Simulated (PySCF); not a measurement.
# C₈H₁₅B: circular dichroism and optical rotation, excited states, first hyperpolarisability

Aim: compute the circular dichroism and optical rotation, excited states, first hyperpolarisability of C₈H₁₅B (`C=C(C)/C(C)=C/B(C)C`).

Programs: PySCF 2.14.0, with routines of our own; each step states its level. All values are computed. Atoms count from 0.

### Step 1. The system as given

24 atoms, charge 0, multiplicity 1; geometry from: GFN2-xTB.

### Step 2. Relaxing the molecule at PBE0-D3(BJ)/def2-SVP

Job settings and geometry (Å):

```
{"job": {"xc": "PBE0", "basis": "def2-SVP", "d3": "d3bj", "grid": 2, "kind": "geom"}, "charge": 0, "multiplicity": 1}
C      3.165484    -0.053257    -0.615572
C      2.111618     0.075235     0.191246
C      2.324566     0.417380     1.640081
C      0.732367    -0.118412    -0.275929
C      0.557319    -0.712459    -1.644381
C     -0.334410     0.263228     0.450242
B     -1.846097     0.124113     0.154964
C     -2.773348     1.380906     0.417401
C     -2.532095    -1.241531    -0.258772
H      4.169036     0.083835    -0.247825
H      3.082690    -0.283820    -1.662174
H      1.784664    -0.276707     2.281696
H      1.970984     1.425639     1.853270
H      3.382023     0.370565     1.887186
H      0.925785    -0.022572    -2.402950
H     -0.491450    -0.902220    -1.842181
H      1.115058    -1.643039    -1.735131
H     -0.123472     0.780379     1.381110
H     -2.278464     2.330577     0.224117
H     -3.701004     1.360030    -0.150119
H     -3.055585     1.390071     1.471169
H     -1.875240    -2.107092    -0.221833
H     -3.388571    -1.447021     0.382267
H     -2.933592    -1.174065    -1.270326
```

Started as:

```console
$ OMP_NUM_THREADS=1 python excited_run.py task.json out
```

This one command runs all jobs of the session in turn.

Output:

```text
step   0  E = -338.06337769  max force = 0.013041
step   1  E = -338.06673716  max force = 0.002294
step   2  E = -338.06701102  max force = 0.001349
step   3  E = -338.06701513  max force = 0.002007
step   4  E = -338.06722278  max force = 0.001850
step   5  E = -338.06727144  max force = 0.001087
step   6  E = -338.06733123  max force = 0.000934
step   7  E = -338.06737349  max force = 0.000659
step   8  E = -338.06741434  max force = 0.000955
step   9  E = -338.06743914  max force = 0.000873
step  10  E = -338.06747146  max force = 0.000556
step  11  E = -338.06748947  max force = 0.000413
step  12  E = -338.06750685  max force = 0.000459
step  13  E = -338.06751854  max force = 0.000304
optimisation converged
```

It took 2.5 min on 1 thread of AMD EPYC 9R45, shared host; peak memory 0.92 GiB.

Relaxation path:

```tsv
step	energy from step 0 (eV)	largest force component (eV/Å)
0	0.0000	0.6706
1	-0.0914	0.1180
2	-0.0989	0.0694
3	-0.0990	0.1032
4	-0.1046	0.0951
5	-0.1060	0.0559
6	-0.1076	0.0480
7	-0.1087	0.0339
8	-0.1098	0.0491
9	-0.1105	0.0449
10	-0.1114	0.0286
11	-0.1119	0.0212
12	-0.1124	0.0236
13	-0.1127	0.0156
```

Distances of close pairs at the start and the end, largest changes first:

```tsv
bond	before (Å)	after (Å)	change (Å)
C7–H20	1.091	1.108	+0.017
C8–H23	1.090	1.107	+0.017
C0–H10	1.075	1.091	+0.016
C0–H9	1.078	1.093	+0.015
C3–C5	1.346	1.360	+0.014
C4–H16	1.089	1.102	+0.013
C8–H22	1.089	1.103	+0.013
C1–C3	1.469	1.482	+0.013
```

The final coordinates are the input of the step that follows.

```tsv
at the end point	value
point group (found at 0.08 Å tolerance)	C1
rotational constants (GHz, main isotopes)	2.711, 0.873, 0.691
dipole moment (D)	0.49
```

### Step 3. Circular dichroism and optical rotation: TDDFT CAM-B3LYP/def2-SVPD

Job settings and geometry (Å):

```
{"job": {"kind": "ecd", "xc": "CAM-B3LYP", "basis": "def2-SVPD", "nstates": 12}, "charge": 0, "multiplicity": 1}
C      3.034000    -0.285998    -0.452295
C      1.956014     0.095952     0.257985
C      2.142666     0.767572     1.589607
C      0.579476    -0.148392    -0.234721
C      0.444942    -0.827010    -1.567991
C     -0.500194     0.255298     0.487226
B     -2.026196     0.133483     0.197770
C     -2.954449     1.246781     0.823283
C     -2.713487    -1.052461    -0.584283
H      4.043874    -0.115690    -0.070465
H      2.956005    -0.777286    -1.423233
H      1.663773     0.194587     2.399379
H      1.695550     1.774193     1.599930
H      3.209902     0.868226     1.828132
H      0.988766    -0.269748    -2.346855
H     -0.599987    -0.904911    -1.881186
H      0.874954    -1.841520    -1.541870
H     -0.266966     0.806961     1.407154
H     -2.480799     2.238963     0.886694
H     -3.939051     1.338853     0.340195
H     -3.147051     0.933162     1.868790
H     -2.111434    -1.964600    -0.697216
H     -3.681294    -1.315141    -0.125581
H     -2.966481    -0.688734    -1.599168
```

Method: TDDFT CAM-B3LYP/def2-SVPD circular dichroism and optical rotation, one conformer, gas phase.

Output:

```text
coarse grid: 19080 points
cycle   1  E = -338.1390114663  dE =  8.994e-01  |g| = 4.572e-01  |ddm| = 1.665e+01
cycle   2  E = -338.1619925489  dE = -2.298e-02  |g| = 3.850e-01  |ddm| = 2.432e+00
cycle   3  E = -338.1994214389  dE = -3.743e-02  |g| = 6.640e-02  |ddm| = 1.198e+00
cycle   4  E = -338.2002178142  dE = -7.964e-04  |g| = 4.338e-02  |ddm| = 3.354e-01
cycle   5  E = -338.2007128588  dE = -4.950e-04  |g| = 2.924e-03  |ddm| = 1.483e-01
cycle   6  E = -338.2007155641  dE = -2.705e-06  |g| = 1.449e-03  |ddm| = 1.660e-02
final grid: 181456 points
cycle   7  E = -338.2732054877  dE = -5.863e-05  |g| = 4.824e-03  |ddm| = 3.319e-01
cycle   8  E = -338.2732069648  dE = -1.477e-06  |g| = 4.344e-03  |ddm| = 5.425e-02
cycle   9  E = -338.2732117263  dE = -4.762e-06  |g| = 6.103e-04  |ddm| = 1.384e-02
cycle  10  E = -338.2732118040  dE = -7.767e-08  |g| = 2.708e-04  |ddm| = 2.496e-03
cycle  11  E = -338.2732118230  dE = -1.905e-08  |g| = 3.339e-05  |ddm| = 1.181e-03
cycle  12  E = -338.2732118234  dE = -3.986e-10  |g| = 1.468e-05  |ddm| = 1.710e-04
converged SCF energy = -338.2732118234

Singlet excitations and rotatory strengths (1e-40 esu^2 cm^2)
state   eV       nm     f(len)   f(vel)    R(len)    R(vel)   main configurations
  1   4.8196   257.2  0.57638  0.56210  -117.909  -116.824   H->L 0.94
  2   5.5959   221.6  0.00106  0.00101     6.166     6.501   H-2->L 0.94
  3   5.9169   209.5  0.03761  0.03660    73.093    72.476   H-1->L 0.47, H-3->L 0.39
  4   6.3463   195.4  0.00056  0.00056     4.800     5.279   H-3->L 0.32, H-1->L 0.30, H->L+1 0.29
  5   6.3684   194.7  0.00939  0.00899    -2.141    -1.912   H->L+1 0.55, H-1->L 0.17, H-3->L 0.16
  6   6.8694   180.5  0.07116  0.06860    14.622    14.994   H->L+3 0.91
  7   6.9849   177.5  0.00122  0.00118    -9.069    -8.948   H-4->L 0.84
  8   7.0717   175.3  0.02592  0.03515    25.538    26.456   H->L+2 0.75
  9   7.3606   168.4  0.01185  0.01373    -0.585    -0.919   H->L+4 0.92
 10   7.4045   167.4  0.00323  0.00322    -8.912    -8.963   H-5->L 0.68, H-2->L+3 0.09
 11   7.8439   158.1  0.00854  0.01008    -2.721    -4.009   H->L+6 0.64
 12   7.9618   155.7  0.00207  0.00208     3.167     3.130   H->L+5 0.28, H->L+7 0.23, H->L+10 0.11

Specific rotation (deg / (dm g/mL))
    nm     length   length(OI)   velocity    alpha(len)  alpha(vel)
  633.0    -747.96    -748.42    -739.71      126.129    125.458
  589.3    -906.70    -907.29    -896.62      127.173    126.488
  546.0   -1124.66   -1125.43   -1112.06      128.534    127.828
  436.0   -2319.65   -2321.67   -2293.01      134.954    134.147
  405.0   -3072.63   -3075.57   -3037.13      138.418    137.553
  365.0   -4855.40   -4860.89   -4799.13      145.620    144.623
  355.0   -5578.89   -5585.53   -5514.30      148.272    147.224
```

Run time: 90 s. Hardware: 1 thread of AMD EPYC 9R45, shared host; peak memory 1.5 GiB.

### Step 4. Excited states: TDA wB97X-D/def2-SVPD

Settings changed since step 3:

```diff
@@ -1,2 +1,2 @@
-{"job": {"kind": "ecd", "xc": "CAM-B3LYP", "basis": "def2-SVPD", "nstates": 12}, "charge": 0, "multiplicity": 1}
+{"job": {"kind": "states", "xc": "wB97X-D", "basis": "def2-SVPD", "tda": true, "soc": true, "nstates": 6, "ntriplets": 5, "nquad": 4}, "charge": 0, "multiplicity": 1}
 C      3.034000    -0.285998    -0.452295
```

With the program's defaults for keys left out, this is: TDA wB97X-D/def2-SVPD excited states, vertical, gas phase, spin-orbit mean-field couplings.

Output:

```text
coarse grid: 19080 points
cycle   1  E = -338.2706310066  dE =  9.782e-01  |g| = 4.025e-01  |ddm| = 1.267e+01
cycle   2  E = -338.2992330628  dE = -2.860e-02  |g| = 2.898e-01  |ddm| = 1.717e+00
cycle   3  E = -338.3198599970  dE = -2.063e-02  |g| = 5.705e-02  |ddm| = 8.846e-01
cycle   4  E = -338.3205812928  dE = -7.213e-04  |g| = 3.411e-02  |ddm| = 2.904e-01
cycle   5  E = -338.3208930396  dE = -3.117e-04  |g| = 2.606e-03  |ddm| = 1.234e-01
cycle   6  E = -338.3208966566  dE = -3.617e-06  |g| = 1.501e-03  |ddm| = 1.920e-02
final grid: 181456 points
cycle   7  E = -338.3750467253  dE = -1.458e-04  |g| = 3.968e-03  |ddm| = 5.965e-01
cycle   8  E = -338.3750501931  dE = -3.468e-06  |g| = 2.698e-03  |ddm| = 5.202e-02
cycle   9  E = -338.3750520494  dE = -1.856e-06  |g| = 7.957e-04  |ddm| = 8.710e-03
cycle  10  E = -338.3750522216  dE = -1.722e-07  |g| = 3.297e-04  |ddm| = 4.766e-03
cycle  11  E = -338.3750522507  dE = -2.917e-08  |g| = 4.134e-05  |ddm| = 9.045e-04
cycle  12  E = -338.3750522519  dE = -1.115e-09  |g| = 1.853e-05  |ddm| = 3.423e-04
cycle  13  E = -338.3750522520  dE = -1.365e-10  |g| = 8.198e-06  |ddm| = 6.669e-05
converged SCF energy = -338.3750522520

Singlet excitations
state   eV       nm        f     d(h-e)  d(exc)  Lambda  PR(NTO)  |dmu|/D   mu/D   main configurations
  1   5.1122   242.5   0.73621   0.764   3.262   0.774   1.090    2.473    2.935   H->L 0.88
  2   5.6283   220.3   0.00109   0.580   2.952   0.542   1.042    1.315    0.864   H-2->L 0.94
  3   6.0126   206.2   0.07681   0.563   3.204   0.630   1.085    2.682    2.201   H-3->L 0.43, H-1->L 0.40
  4   6.5019   190.7   0.00915   0.583   3.281   0.633   1.216    1.803    2.256   H-1->L 0.49, H-3->L 0.41
  5   6.6205   187.3   0.01498   0.621   4.014   0.305   1.067                     H->L+1 0.78, H->L+3 0.10
  6   6.9820   177.6   0.00277   0.115   2.927   0.497   1.239                     H-4->L 0.85

Triplet excitations (Tamm-Dancoff)
state   eV     d(h-e)  d(exc)  Lambda  PR(NTO)   main configurations
  1   2.9628   0.197   2.795   0.778   1.092   H->L 0.90
  2   4.4301   0.329   2.408   0.675   1.572   H-1->L 0.63, H->L+2 0.15
  3   5.1880   0.566   2.870   0.541   1.039   H-2->L 0.91
  4   5.6451   1.084   2.906   0.559   1.128   H-3->L 0.72, H-3->L+2 0.08
  5   6.3124   1.210   3.625   0.623   1.523   H->L+2 0.60, H-1->L 0.14, H->L+1 0.10
S1 - T1 = 2.1494 eV

Spin-orbit couplings |<S|Hso|T>| (cm-1)
             T1       T2       T3       T4       T5
S0        0.371    0.496    3.391    2.388    0.595
S1        0.168    0.190    3.315    0.778    0.238
S2        1.988    1.997    0.678    6.465    2.363
S3        0.317    0.703    6.187    0.450    0.336
S4        0.229    0.476    2.391    0.961    0.266
S5        0.194    0.532    0.120    0.228    0.359
S6        1.851    0.804    5.876    1.498    0.724
T1 sublevels (cm-1): 0.000 0.000 0.000   radiative rates (1/s): 0.0401 0.000555 0.00369
```

Wall time 45 s (1 thread of AMD EPYC 9R45, shared host); peak memory 1.3 GiB.

From this job:

```tsv
quantity	value
S1 less T1	2.15 eV
```

### Step 5. Excited states: TDDFT CAM-B3LYP/def2-SVPD

Settings changed since step 4:

```diff
@@ -1,2 +1,2 @@
-{"job": {"kind": "states", "xc": "wB97X-D", "basis": "def2-SVPD", "tda": true, "soc": true, "nstates": 6, "ntriplets": 5, "nquad": 4}, "charge": 0, "multiplicity": 1}
+{"job": {"kind": "states", "xc": "CAM-B3LYP", "basis": "def2-SVPD", "tpa": true, "nstates": 8, "nquad": 6, "ntriplets": 0}, "charge": 0, "multiplicity": 1}
 C      3.034000    -0.285998    -0.452295
```

Method: TDDFT CAM-B3LYP/def2-SVPD excited states, vertical, gas phase, two-photon moments by quadratic response.

Output:

```text
coarse grid: 19080 points
cycle   1  E = -338.1390114663  dE =  8.994e-01  |g| = 4.572e-01  |ddm| = 1.665e+01
cycle   2  E = -338.1619925489  dE = -2.298e-02  |g| = 3.850e-01  |ddm| = 2.432e+00
cycle   3  E = -338.1994214389  dE = -3.743e-02  |g| = 6.640e-02  |ddm| = 1.198e+00
cycle   4  E = -338.2002178142  dE = -7.964e-04  |g| = 4.338e-02  |ddm| = 3.354e-01
cycle   5  E = -338.2007128588  dE = -4.950e-04  |g| = 2.924e-03  |ddm| = 1.483e-01
cycle   6  E = -338.2007155641  dE = -2.705e-06  |g| = 1.449e-03  |ddm| = 1.660e-02
final grid: 181456 points
cycle   7  E = -338.2732054877  dE = -5.863e-05  |g| = 4.824e-03  |ddm| = 3.319e-01
cycle   8  E = -338.2732069648  dE = -1.477e-06  |g| = 4.344e-03  |ddm| = 5.425e-02
cycle   9  E = -338.2732117263  dE = -4.762e-06  |g| = 6.103e-04  |ddm| = 1.384e-02
cycle  10  E = -338.2732118040  dE = -7.767e-08  |g| = 2.708e-04  |ddm| = 2.496e-03
cycle  11  E = -338.2732118230  dE = -1.905e-08  |g| = 3.339e-05  |ddm| = 1.181e-03
cycle  12  E = -338.2732118234  dE = -4.011e-10  |g| = 1.468e-05  |ddm| = 1.710e-04
converged SCF energy = -338.2732118234

Singlet excitations
state   eV       nm        f     d(h-e)  d(exc)  Lambda  PR(NTO)  |dmu|/D   mu/D   delta(TPA)   sigma/GM   main configurations
  1   4.8198   257.2   0.57648   0.808   3.266   0.768   1.124    2.500    2.984      322.26      2.743   H->L 0.94
  2   5.5960   221.6   0.00106   0.584   2.971   0.540   1.044    1.354    0.875        7.81      0.090   H-2->L 0.94
  3   5.9170   209.5   0.03762   0.559   3.197   0.628   1.107    2.512    2.014      631.58      8.101   H-1->L 0.47, H-3->L 0.39
  4   6.3465   195.4   0.00056   0.672   3.575   0.500   2.021    2.093    2.582      164.78      2.431   H-3->L 0.32, H-1->L 0.30, H->L+1 0.29
  5   6.3685   194.7   0.00940   0.589   3.908   0.405   1.864    1.935    2.434      364.83      5.421   H->L+1 0.55, H-1->L 0.17, H-3->L 0.16
  6   6.8695   180.5   0.07119   0.294   3.561   0.653   1.129    1.082    1.456     4167.03     72.042   H->L+3 0.91
  7   6.9850   177.5   0.00122   0.138   2.958   0.495   1.248                                            H-4->L 0.84
  8   7.0718   175.3   0.02592   0.098   4.379   0.310   1.216                                            H->L+2 0.75
```

It took 61 s on 1 thread of AMD EPYC 9R45, shared host; peak memory 1.4 GiB.

### Step 6. First hyperpolarisability: quadratic response CAM-B3LYP/def2-SVPD

Settings changed since step 5:

```diff
@@ -1,2 +1,2 @@
-{"job": {"kind": "states", "xc": "CAM-B3LYP", "basis": "def2-SVPD", "tpa": true, "nstates": 8, "nquad": 6, "ntriplets": 0}, "charge": 0, "multiplicity": 1}
+{"job": {"kind": "beta", "xc": "CAM-B3LYP", "basis": "def2-SVPD"}, "charge": 0, "multiplicity": 1}
 C      3.034000    -0.285998    -0.452295
```

Method: quadratic response CAM-B3LYP/def2-SVPD first hyperpolarisability, Taylor convention, gas phase.

Output:

```text
coarse grid: 19080 points
cycle   1  E = -338.1390114663  dE =  8.994e-01  |g| = 4.572e-01  |ddm| = 1.665e+01
cycle   2  E = -338.1619925489  dE = -2.298e-02  |g| = 3.850e-01  |ddm| = 2.432e+00
cycle   3  E = -338.1994214389  dE = -3.743e-02  |g| = 6.640e-02  |ddm| = 1.198e+00
cycle   4  E = -338.2002178142  dE = -7.964e-04  |g| = 4.338e-02  |ddm| = 3.354e-01
cycle   5  E = -338.2007128588  dE = -4.950e-04  |g| = 2.924e-03  |ddm| = 1.483e-01
cycle   6  E = -338.2007155641  dE = -2.705e-06  |g| = 1.449e-03  |ddm| = 1.660e-02
final grid: 181456 points
cycle   7  E = -338.2732054877  dE = -5.863e-05  |g| = 4.824e-03  |ddm| = 3.319e-01
cycle   8  E = -338.2732069648  dE = -1.477e-06  |g| = 4.344e-03  |ddm| = 5.425e-02
cycle   9  E = -338.2732117263  dE = -4.762e-06  |g| = 6.103e-04  |ddm| = 1.384e-02
cycle  10  E = -338.2732118040  dE = -7.767e-08  |g| = 2.708e-04  |ddm| = 2.496e-03
cycle  11  E = -338.2732118230  dE = -1.906e-08  |g| = 3.339e-05  |ddm| = 1.181e-03
cycle  12  E = -338.2732118234  dE = -3.997e-10  |g| = 1.468e-05  |ddm| = 1.710e-04
converged SCF energy = -338.2732118234

Lowest singlets (eV, f): 4.8198 0.5765  5.5960 0.0011  5.9170 0.0376

First hyperpolarisability (au)
process     nm      |vector|   parallel      HRS      DR
static         -      480.64     280.77     206.96   4.427
shg       1907.0      541.57     316.69     232.52   4.466
eope      1907.0      499.77     292.04          -       -
shg       1064.0      725.01     425.02     309.45   4.539
eope      1064.0      546.29     319.47          -       -
```

Wall time 46 s (1 thread of AMD EPYC 9R45, shared host); peak memory 1.5 GiB.

### Step 7. Circular dichroism and optical rotation: TDDFT CAM-B3LYP/def2-SVPD in water

Settings changed since step 6:

```diff
@@ -1,2 +1,2 @@
-{"job": {"kind": "beta", "xc": "CAM-B3LYP", "basis": "def2-SVPD"}, "charge": 0, "multiplicity": 1}
+{"job": {"kind": "ecd", "xc": "CAM-B3LYP", "basis": "def2-SVPD", "nstates": 12, "solvent": "water"}, "charge": 0, "multiplicity": 1}
 C      3.034000    -0.285998    -0.452295
```

Method: TDDFT CAM-B3LYP/def2-SVPD circular dichroism and optical rotation, one conformer, IEF-PCM water (non-equilibrium linear response, no local-field factor).

Output:

```text
coarse grid: 19080 points
cycle   1  E = -338.1449698956  dE =  8.942e-01  |g| = 4.497e-01  |ddm| = 1.676e+01
cycle   2  E = -338.1708255488  dE = -2.586e-02  |g| = 3.615e-01  |ddm| = 2.217e+00
cycle   3  E = -338.2033697343  dE = -3.254e-02  |g| = 5.672e-02  |ddm| = 1.035e+00
cycle   4  E = -338.2039567997  dE = -5.871e-04  |g| = 3.755e-02  |ddm| = 2.851e-01
cycle   5  E = -338.2043226255  dE = -3.658e-04  |g| = 3.065e-03  |ddm| = 1.286e-01
cycle   6  E = -338.2043257901  dE = -3.165e-06  |g| = 1.424e-03  |ddm| = 1.486e-02
final grid: 181456 points
cycle   7  E = -338.2767952956  dE = -5.932e-05  |g| = 4.751e-03  |ddm| = 3.370e-01
cycle   8  E = -338.2767972624  dE = -1.967e-06  |g| = 4.073e-03  |ddm| = 5.142e-02
cycle   9  E = -338.2768014231  dE = -4.161e-06  |g| = 4.724e-04  |ddm| = 1.160e-02
cycle  10  E = -338.2768014685  dE = -4.542e-08  |g| = 2.670e-04  |ddm| = 2.150e-03
cycle  11  E = -338.2768014882  dE = -1.963e-08  |g| = 3.372e-05  |ddm| = 1.173e-03
cycle  12  E = -338.2768014889  dE = -6.987e-10  |g| = 2.038e-05  |ddm| = 1.932e-04
converged SCF energy = -338.2768014889

Singlet excitations and rotatory strengths (1e-40 esu^2 cm^2)
state   eV       nm     f(len)   f(vel)    R(len)    R(vel)   main configurations
  1   4.7130   263.1  0.68836  0.67282  -120.474  -119.460   H->L 0.95
  2   5.5653   222.8  0.00155  0.00148     7.135     7.472   H-2->L 0.94
  3   5.8829   210.8  0.03750  0.03660    71.218    70.742   H-1->L 0.52, H-3->L 0.35
  4   6.3127   196.4  0.00293  0.00290    12.911    12.951   H-3->L 0.51, H-1->L 0.41
  5   6.3802   194.3  0.00712  0.00673    -7.093    -6.372   H->L+1 0.81, H->L+2 0.10
  6   6.8658   180.6  0.07796  0.07546    20.102    20.244   H->L+3 0.84
  7   6.9223   179.1  0.00227  0.00218   -16.348   -16.016   H-4->L 0.82
  8   7.1554   173.3  0.03686  0.04852    34.187    35.316   H->L+2 0.70, H-1->L+1 0.08
  9   7.3363   169.0  0.00340  0.00339    -7.335    -7.331   H-5->L 0.70
 10   7.5104   165.1  0.01504  0.01721    -0.029    -0.352   H->L+4 0.91
 11   7.9141   156.7  0.01286  0.01458     5.475     3.716   H->L+6 0.46, H->L+8 0.12, H-6->L 0.08
 12   7.9207   156.5  0.00511  0.00548   -34.143   -33.416   H-6->L 0.35, H->L+6 0.11, H-8->L 0.10

Specific rotation (deg / (dm g/mL))
    nm     length   length(OI)   velocity    alpha(len)  alpha(vel)
  633.0    -881.56    -882.12    -872.97      140.798    140.072
  589.3   -1069.15   -1069.86   -1058.63      142.129    141.385
  546.0   -1327.17   -1328.10   -1313.98      143.870    143.102
  436.0   -2753.34   -2755.75   -2725.06      152.218    151.324
  405.0   -3663.19   -3666.72   -3625.24      156.818    155.849
  365.0   -5854.35   -5860.97   -5793.33      166.611    165.473
  355.0   -6758.71   -6766.74   -6688.29      170.301    169.096
```

Wall time 92 s (1 thread of AMD EPYC 9R45, shared host); peak memory 1.7 GiB.

### Step 8. Results

| quantity | value |
| --- | --- |
| point group | C1 |
| rotational constants (main isotopes) | 2.71, 0.87, 0.69 GHz |
| state of largest rotatory strength (velocity form) among 12 (step 3, TDDFT CAM-B3LYP/def2-SVPD) | 4.82 eV, R = -116.8 (velocity), -117.9 (length) ·10⁻⁴⁰ esu² cm² |
| specific rotation at 633.0 nm (step 3, TDDFT CAM-B3LYP/def2-SVPD) | -739.7 (velocity), -748.0 (length) |
| S1 less T1 (step 4, TDA wB97X-D/def2-SVPD) | 2.15 eV |
| β vector (step 6, quadratic response CAM-B3LYP/def2-SVPD) | static 481, SHG 1907.0 nm 542, SHG 1064.0 nm 725 au |
| state of largest rotatory strength (velocity form) among 12 (step 7, TDDFT CAM-B3LYP/def2-SVPD in water) | 4.71 eV, R = -119.5 (velocity), -120.5 (length) ·10⁻⁴⁰ esu² cm² |
| specific rotation at 633.0 nm (step 7, TDDFT CAM-B3LYP/def2-SVPD in water) | -873.0 (velocity), -881.6 (length) |

What this shows: The optimisation took 13 steps and gained 0.113 eV; among the close pairs (by a distance rule), C7–H20 changed most, from 1.091 to 1.108 Å. No frequency check was run at this level, so the end point may be a saddle. Rotations belong to one conformer and to the handedness of the start; where its mirror image forms freely, a sample shows none. In step 4, the number of triplets below S1 is 2, and the largest singlet-triplet spin-orbit coupling is S2–T4, 6.46 cm⁻¹. β grows from 481 au (static) to 725 au for doubling at 1064.0 nm: normal dispersion, which grows as twice the photon energy moves toward the bright states.
